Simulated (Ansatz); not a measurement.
# TaH5O5: basis-set convergence

An exercise on one series of results from a longer session: the logs are not shown, and one member is left open.

Program: Ansatz 0.2.0, Gaussian basis. Level of theory: one geometry, several basis sets. These are calculated values, not measurements.

Levels to be run: PBE0-D4/def2-SVP; ωB97M-V/def2-SVP; PBE0-D4/def2-QZVPP; ωB97M-V/def2-QZVPP; the functionals' def2-TZVPP values are taken from earlier runs.

## The relaxed structure

All runs share one geometry, relaxed beforehand with PBE0-D4 in a triple-zeta def2 set. Ta takes the def2 core potential; no spin-orbit term is included.

11 atoms, charge 0, spin multiplicity 1.

Atoms are counted from 1 here; the program's logs count them from 0.

Bond lengths: O1–Ta2 1.936 Å, O1–H7 0.952 Å, Ta2–O3 1.943 Å, Ta2–O4 1.888 Å, Ta2–O5 1.915 Å, Ta2–O6 1.915 Å, O3–H8 0.957 Å, O4–H9 0.954 Å, O5–H10 0.959 Å, O6–H11 0.959 Å. Angles: Ta2–O1–H7 150.6°, O1–Ta2–O3 87.1°, O1–Ta2–O4 172.5°, O1–Ta2–O5 90.5°, O1–Ta2–O6 90.5°, O3–Ta2–O4 85.5°, O3–Ta2–O5 121.9°, O3–Ta2–O6 121.9°, O4–Ta2–O5 93.4°, O4–Ta2–O6 93.4°, O5–Ta2–O6 116.2°, Ta2–O3–H8 119.1°, Ta2–O4–H9 142.3°, Ta2–O5–H10 119.9°, Ta2–O6–H11 120.0°.

The first run:

File in.yaml:

```yaml
crystal:
  periodic: [false, false, false]
  atoms:
    - {symbol: O, position_ang: [0.867779, -0.621851, -1.294771]}
    - {symbol: Ta, position_ang: [-0.181058, 0.183890, 0.118873]}
    - {symbol: O, position_ang: [0.570062, -1.159153, 1.305702]}
    - {symbol: O, position_ang: [-1.106519, 0.799424, 1.645185]}
    - {symbol: O, position_ang: [0.681213, 1.868040, -0.176208]}
    - {symbol: O, position_ang: [-1.789453, -0.127850, -0.872095]}
    - {symbol: H, position_ang: [1.491331, -1.275605, -1.595785]}
    - {symbol: H, position_ang: [1.185648, -1.801481, 0.951957]}
    - {symbol: H, position_ang: [-1.225159, 0.627385, 2.576343]}
    - {symbol: H, position_ang: [1.315974, 1.961904, -0.888864]}
    - {symbol: H, position_ang: [-1.744518, -0.511702, -1.749737]}
basis:
  gaussian: {orbitals: def2-SVP}
hamiltonian: {xc: pbe0, dispersion: d4}
output: {orbitals: {seedname: orbitals}}
```

Launch:

```console
ansatz run in.yaml --threads 2 --pin off --events-out ev --progress --plain --max-ram 31744MiB --backend cpu
```

Among the steps run: PBE0-D4 in def2-SVP; ωB97M-V in def2-SVP; PBE0-D4 in def2-QZVPP; ωB97M-V in def2-QZVPP.

One table of the session follows, with a row left open; its other results are not shown here.

| functional | basis | HOMO (eV) |
| --- | --- | --- |
| PBE0-D4 | def2-SVP | -8.49 |
| PBE0-D4 | def2-TZVPP | -8.64 |
| PBE0-D4 | def2-QZVPP | -8.71 |
| ωB97M-V | def2-SVP | -10.92 |
| ωB97M-V | def2-TZVPP | ? |
| ωB97M-V | def2-QZVPP | -11.16 |

**Question.** Estimate the row for ωB97M-V, def2-TZVPP.

**Answer.** HOMO (eV): -11.09. In the column «HOMO (eV)» it lies between ωB97M-V, def2-QZVPP (-11.16) and ωB97M-V, def2-SVP (-10.92).
